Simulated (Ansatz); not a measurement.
Write a Python script for the Ansatz DFT code, driven from Python that makes a small convex hull of the K-Rb system. Use (first run): r2SCAN, PAW, cutoff 550 eV, 3×3×3 k-points, cold smearing of 0.05 eV.

`krb3.py`
```python
"""Convex hull of a few K-Rb phases, after relaxing atoms and volume at fixed cell shape."""

from collections import Counter
import warnings

import ansatz as az
import numpy as np
import pandas as pd
from scipy.spatial import ConvexHull

CUTOFF = 550
XC = "r2SCAN"
KSPACING = 0.33
FILLING = "cold"
SMEARING_WIDTH = 0.05

PHASES = {
    "KRb3 Pm-3m": (
        [(7.141485, 0.0, 0.0), (0.0, 7.141485, 0.0), (0.0, 0.0, 7.141485)],
        [
            ("K", (0.0, 0.0, 0.0)),
            ("Rb", (0.0, 0.5, 0.5)),
            ("Rb", (0.5, 0.0, 0.5)),
            ("Rb", (0.5, 0.5, 0.0)),
        ],
    ),
    "K3Rb Fm-3m": (
        [(0.0, 5.452105, 5.452105), (5.452105, 0.0, 5.452105), (5.452105, 5.452105, 0.0)],
        [
            ("K", (0.25, 0.25, 0.25)),
            ("K", (0.75, 0.75, 0.75)),
            ("K", (0.5, 0.5, 0.5)),
            ("Rb", (0.0, 0.0, 0.0)),
        ],
    ),
    "K": (
        [(-2.6125, 2.6125, 2.6125), (2.6125, -2.6125, 2.6125), (2.6125, 2.6125, -2.6125)],
        [
            ("K", (0.0, 0.0, 0.0)),
        ],
    ),
    "Rb": (
        [(-2.8025, 2.8025, 2.8025), (2.8025, -2.8025, 2.8025), (2.8025, 2.8025, -2.8025)],
        [
            ("Rb", (0.0, 0.0, 0.0)),
        ],
    ),
}


def build(vectors, sites):
    crystal = az.Crystal(lattice=az.Lattice.of(vectors))
    for symbol, position in sites:
        crystal = crystal.atom(symbol, position)
    return crystal


def compute(name, crystal):
    calc = crystal.calculation()
    calc = calc.basis(CUTOFF).functional(XC)
    calc = calc.kpoints(spacing=KSPACING)
    calc = calc.occupations(FILLING, width=SMEARING_WIDTH)
    calc = calc.relax(force_tolerance=0.01, fix_cell=["shape"])
    return calc.run()


def counts(outcome):
    return Counter(site.symbol for site in outcome.lattice.sites)

def formation_energy(outcome, mu):
    n = counts(outcome)
    return (outcome.report["energy_sigma0_ev"] - sum(k * mu[element] for element, k in n.items())) / sum(n.values())

warnings.simplefilter("ignore", az.DeckWarning)

phases = {name: build(*cell) for name, cell in PHASES.items()}

done = {}
for name, crystal in phases.items():
    done[name] = compute(name, crystal)
    print(f"{name}: {done[name].report['energy_sigma0_ev']:.4f} eV, {len(done[name].lattice.sites)} atoms")

# chemical potentials of the elements at zero temperature
references = {"K": "K", "Rb": "Rb"}
mu = {element: done[name].report["energy_sigma0_ev"] / len(done[name].lattice.sites) for element, name in references.items()}
points = sorted((counts(o)["Rb"] / len(o.lattice.sites), formation_energy(o, mu), name) for name, o in done.items())

xy = np.array([(x, e) for x, e, _ in points] + [(0.5, 10.0)])
hull = sorted(tuple(xy[i]) for i in ConvexHull(xy).vertices if xy[i, 1] < 5)
rows = [(name, x, e, e - np.interp(x, *zip(*hull))) for x, e, name in points]
print(pd.DataFrame(rows, columns=["phase", "x(Rb)", "E_form (eV/atom)", "above hull (eV/atom)"]).round(4).to_string(index=False))
print("on the hull of these phases:", ", ".join(row[0] for row in rows if row[3] < 1e-6))
```

```console
$ python krb3.py
KRb3 Pm-3m: -11376.3325 eV, 4 atoms
K3Rb Fm-3m: -7905.4146 eV, 4 atoms
K: -1542.4536 eV, 1 atoms
Rb: -3277.9953 eV, 1 atoms
     phase  x(Rb)  E_form (eV/atom)  above hull (eV/atom)
         K   0.00            0.0000                0.0000
K3Rb Fm-3m   0.25           -0.0146                0.0000
KRb3 Pm-3m   0.75            0.0268                0.0316
        Rb   1.00            0.0000                0.0000
on the hull of these phases: K, K3Rb Fm-3m, Rb
```

Notes:
- Total energies depend on the potentials; only differences at equal settings carry meaning.
- For the metals among these phases the mesh is modest: differences between phases can be off by up to 40 meV an atom.
- Atoms and volume are relaxed with the cell's shape held, which in cells of lower than cubic symmetry can hide stresses and shift volumes.
- The cells come from databases of deposited and of computed structures, and not all need be stable phases.
- Differences under about 40 meV an atom lie within the error of mesh and functional, so such verdicts may flip; only the cells listed enter the hull.
- Hardware and time: 64 s on 1 thread of Arm Neoverse V1, on a shared host, peak memory 1.6 GiB.

(Lines on the test bed's own set-up are left out of the output.)
